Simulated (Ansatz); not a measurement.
# Sc2H: the cost of one run

Method: DFT PBE, scalar-relativistic, plane waves, PAW, in Ansatz 0.2.0.

## (1) The system as given

Symmetry: P6/mmm, No. 191, hexagonal system. The conventional cell has a = 3.725 Å, b = 3.725 Å, c = 3.026 Å, α = 90.00°, β = 90.00°, γ = 120.00°. Around Sc (site symmetry -6m2) lie 3 Sc at 2.15 Å and 6 H at 2.63 Å. H (site symmetry 6/mmm) is surrounded by 12 Sc at 2.63 Å.

Coordinates:

```cif
data_structure
_symmetry_space_group_name_H-M 'P6/mmm'
_symmetry_Int_Tables_number 191
_cell_length_a 3.7255
_cell_length_b 3.7255
_cell_length_c 3.0264
_cell_angle_alpha 90.000
_cell_angle_beta 90.000
_cell_angle_gamma 120.000
_cell_volume 36.38
loop_
_atom_site_label
_atom_site_type_symbol
_atom_site_symmetry_multiplicity
_atom_site_Wyckoff_symbol
_atom_site_fract_x
_atom_site_fract_y
_atom_site_fract_z
_atom_site_occupancy
Sc1 Sc 2 c 0.33333 0.66667 0.00000 1
H1 H 1 b 0.00000 0.00000 0.50000 1
```

A structure generator made this guess: random cell by space group and Wyckoff sites (P6/mmm, No. 191). The dimensions are guesses.

## (2) The guess as it stands, on a coarse mesh

The input, input.yaml:

```yaml
crystal:
  lattice:
    - [3.72549061, 0.0, 0.0]
    - [-1.86274531, 3.22636951, 0.0]
    - [0.0, 0.0, 3.02636477]
  atoms:
    - { symbol: Sc, position: [0.33333333, 0.66666667, 0.0] }
    - { symbol: Sc, position: [0.66666667, 0.33333333, 0.0] }
    - { symbol: H, position: [0.0, 0.0, 0.5] }
basis:
  ecutwfc: 420
kpoints:
  mp_grid: { grid: [6, 6, 6] }
hamiltonian:
  xc: pbe
scf:
  occupations: { method: gaussian, width: 0.1 }
  lower_state_search: "off"
output:
  forces: true
  stress: true
  eigenvalues: true
```

The run is started by

```console
$ ansatz run input.yaml --threads 1 --pin off --max-ram 2560MiB --backend cpu --events-out ev --progress --plain --runs-dir out
```

What time and memory should one allow on 1 thread of Intel Xeon at 2.50GHz (Skylake/Cascade Lake), shared host?

About 3.8 s, with a peak of 0.32 GiB.
